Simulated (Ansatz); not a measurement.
**ZrH4 (singlet): wave-function methods side by side, def2-SVP**

How much of the correlation energy of ZrH4 (singlet) does each wave-function method recover here?

The runs use Ansatz 0.2.0, Gaussian basis; def2-SVP, core rule «outside noble gas», up to 4 orbitals frozen.

To be run: UHF; CCSD(T) on RHF; CISD; CCSDT(Q) on RHF.

20 further runs of the same task are left out: 11 for a known fault of the program, 3 that didn't finish, 6 set aside as unsound or not needed. Runs told in other sessions of the task aren't counted.

## 1. The system

The geometry is a PBE0/def2-TZVP stationary point (not a proven minimum). No spin-orbit coupling is included. Elements past krypton take def2 core potentials.

5 atoms, charge 0, spin multiplicity 1.

Atoms are counted from 1 here; the program's logs count them from 0.

Bond lengths: Zr1–H2 1.844 Å, Zr1–H3 1.844 Å, Zr1–H4 1.844 Å, Zr1–H5 1.844 Å. Angles: H2–Zr1–H3 109.5°, H2–Zr1–H4 109.5°, H2–Zr1–H5 109.5°, H3–Zr1–H4 109.5°, H3–Zr1–H5 109.5°, H4–Zr1–H5 109.5°.

## 2. UHF

Contents of in.yaml:

```yaml
crystal:
  periodic: [false, false, false]
  atoms:
    - {symbol: Zr, position_ang: [0.000000, 0.000000, 0.000000]}
    - {symbol: H, position_ang: [1.062984, 1.066304, 1.064342]}
    - {symbol: H, position_ang: [-1.066778, -1.062111, 1.064739]}
    - {symbol: H, position_ang: [-1.062307, 1.062780, -1.068534]}
    - {symbol: H, position_ang: [1.066101, -1.066973, -1.060547]}
basis:
  gaussian: {orbitals: def2-SVP}
magnetization: {spin_polarized: true, initial_magnetization: 0}
hamiltonian: {xc: hf}
output: {orbitals: {seedname: orbitals}}
```

The run is started by

```sh
ansatz run in.yaml --threads 1 --pin off --events-out ev --progress --plain --max-ram 2393MiB
```

Further steps of the session: CCSD(T) on RHF; CISD; CCSDT(Q) on RHF.

**Question.** What will the summary of the whole plan be? Wanted: RCCSDT(Q) from the RHF energy; RMP2 from RCCSDT(Q); RCCSD from RCCSDT(Q); RCCSD(T) from RCCSDT(Q); T1 diagnostic.

As calculated:

```
                         quantity             value
    RCCSDT(Q) from the RHF energy        -3.8572 eV
              RMP2 from RCCSDT(Q)        +898.0 meV
             RCCSD from RCCSDT(Q)         +91.0 meV
          RCCSD(T) from RCCSDT(Q)         +18.6 meV
levels within 1 kcal/mol (43 meV)  RCCSD(T), RCCSDT
                    T1 diagnostic             0.021
```

**Reading.** RCCSD(T) misses by +18.6 meV, 0.5 % of the correlation energy. These misses are within one basis, not against nature.
